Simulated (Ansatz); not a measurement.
# SiGeH₃ (quartet): wave-function methods side by side, cc-pVDZ

An exercise on one series of results from a longer session: the logs are not shown, and one member is left open.

Method: cc-pVDZ, core rule «outside noble gas», up to 19 orbitals frozen; program: Ansatz 0.2.0, Gaussian basis.

To be run: UHF; CCSD(T) on ROHF; CCSD(T) on UHF; BCCD(T) on ROHF; CISD; CCSDT(Q) on ROHF; CCSDT(Q) on UHF.

20 further runs of the same task are left out: 5 that didn't finish, 15 set aside as unsound or not needed.

### The system

The geometry is a PBE0/def2-TZVP stationary point (not a proven minimum) of the parent state, kept for this charge and spin. No spin-orbit coupling is included. The filled d shell of Ge may be among the frozen orbitals whatever the setting's name suggests; the logs give the count.

5 atoms, charge 0, spin multiplicity 4.

Atoms are counted from 1 here; the program's logs count them from 0.

Bond lengths: Si1–Ge2 2.323 Å, Si1–H3 1.524 Å, Ge2–H4 1.547 Å, Ge2–H5 1.546 Å. Angles: Ge2–Si1–H3 89.7°, Si1–Ge2–H4 127.4°, Si1–Ge2–H5 123.9°, H4–Ge2–H5 106.5°.

Set-up of the first run:

in.yaml reads:

```yaml
crystal:
  periodic: [false, false, false]
  atoms:
    - {symbol: Si, position_ang: [-0.029136, 0.091097, 1.686343]}
    - {symbol: Ge, position_ang: [0.012867, -0.015562, -0.633584]}
    - {symbol: H, position_ang: [0.234107, -1.409018, 1.752329]}
    - {symbol: H, position_ang: [-0.326649, -1.233564, -1.525626]}
    - {symbol: H, position_ang: [-0.022892, 1.225734, -1.554392]}
basis:
  gaussian: {orbitals: cc-pVDZ}
magnetization: {spin_polarized: true, initial_magnetization: 3}
hamiltonian: {xc: hf}
output: {orbitals: {seedname: orbitals}}
```

Started as:

```console
ansatz run in.yaml --threads 1 --pin off --events-out ev --progress --plain --max-ram 2393MiB
```

Steps of the session up to this table: UHF; CCSD(T) on ROHF; CCSD(T) on UHF; BCCD(T) on ROHF; CISD; CCSDT(Q) on ROHF; CCSDT(Q) on UHF.

One table of the session follows, with a row left open; its other results are not shown here.

It belongs to the step «Misses and costs». 

```
   method  from UCCSDT(Q) (meV)
     ROHF               +5308.2
      UHF               +5173.2
     RMP2                     ?
     UMP2               +1225.1
     CISD                +559.5
    RCCSD                +184.9
    UCCSD                +177.5
 RCCSD(T)                 +45.5
 UCCSD(T)                 +40.8
  BCCD(T)                 +45.0
   RCCSDT                 +11.0
   UCCSDT                  +6.0
RCCSDT(Q)                  +5.1
UCCSDT(Q)                     0
```

**Question.** Estimate the row for RMP2.

The run gave: from UCCSDT(Q) (meV): +1231.0. In the column «from UCCSDT(Q) (meV)» it lies between UMP2 (+1225.1) and UHF (+5173.2).

To keep in mind: Restricted and unrestricted rows rest on different reference determinants; where their highest levels disagree by more than a few hundredths of an eV, they describe different states and don't form one ladder.
